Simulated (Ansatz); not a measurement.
# C3H7FSSi: molecular dynamics

Method: RHF/6-31G, in Ansatz 0.2.0.

## Step 1: Starting point

Bond lengths: C1–S2 1.861 Å, S2–C3 1.732 Å, C3–Si4 1.808 Å, C3–C5 1.371 Å, C5–F6 1.366 Å, C1–H7 1.078 Å, C1–H8 1.050 Å, C1–H9 1.145 Å, Si4–H10 1.416 Å, Si4–H11 1.542 Å, Si4–H12 1.507 Å, C5–H13 1.040 Å. Angles (14 of 19 angles, heavy atoms first): C1–S2–C3 100.3°, S2–C3–Si4 119.8°, S2–C3–C5 121.9°, Si4–C3–C5 118.3°, C3–C5–F6 122.0°, S2–C1–H7 109.7°, S2–C1–H8 108.5°, S2–C1–H9 104.8°, C3–Si4–H10 113.5°, C3–Si4–H11 108.3°, C3–Si4–H12 109.6°, C3–C5–H13 126.1°, F6–C5–H13 111.8°, H7–C1–H8 113.1°.

As a file:

```xyz
13

C    -0.6348   -0.7056    2.0210
S    -1.0791    0.6949    0.8785
C     0.1192    0.4807   -0.3541
Si   -0.3910    0.1639   -2.0597
C     1.4598    0.5768   -0.0848
F     1.9285    0.8628    1.1662
H     0.3071   -0.4963    2.5026
H    -0.6242   -1.5967    1.4666
H    -1.4509   -0.6985    2.8241
H     0.6956   -0.0331   -2.9462
H    -1.2857   -1.0918   -2.0712
H    -1.2549    1.2983   -2.5486
H     2.2307    0.5100   -0.7796
```

## Step 2: Preparing the start

Input file input.yaml:

```yaml
crystal:
  periodic: [false, false, false]
  atoms:
    - { symbol: C, position_ang: [-0.6348, -0.7056, 2.021] }
    - { symbol: S, position_ang: [-1.0791, 0.6949, 0.8785] }
    - { symbol: C, position_ang: [0.1192, 0.4807, -0.3541] }
    - { symbol: Si, position_ang: [-0.391, 0.1639, -2.0597] }
    - { symbol: C, position_ang: [1.4598, 0.5768, -0.0848] }
    - { symbol: F, position_ang: [1.9285, 0.8628, 1.1662] }
    - { symbol: H, position_ang: [0.3071, -0.4963, 2.5026] }
    - { symbol: H, position_ang: [-0.6242, -1.5967, 1.4666] }
    - { symbol: H, position_ang: [-1.4509, -0.6985, 2.8241] }
    - { symbol: H, position_ang: [0.6956, -0.0331, -2.9462] }
    - { symbol: H, position_ang: [-1.2857, -1.0918, -2.0712] }
    - { symbol: H, position_ang: [-1.2549, 1.2983, -2.5486] }
    - { symbol: H, position_ang: [2.2307, 0.51, -0.7796] }
basis:
  gaussian: { orbitals: "6-31G" }
hamiltonian:
  xc: hf
relax:
  f_tol: 0.02
  max_steps: 40
```

Command:

```console
> ansatz run input.yaml --threads 1 --pin off --max-ram 2048MiB --backend cpu --events-out ev --progress --plain --runs-dir out
```

Q: Estimate wall time and peak memory on 1 thread of an Arm CPU, shared host.

About 45 s, with a peak of 0.17 GiB.
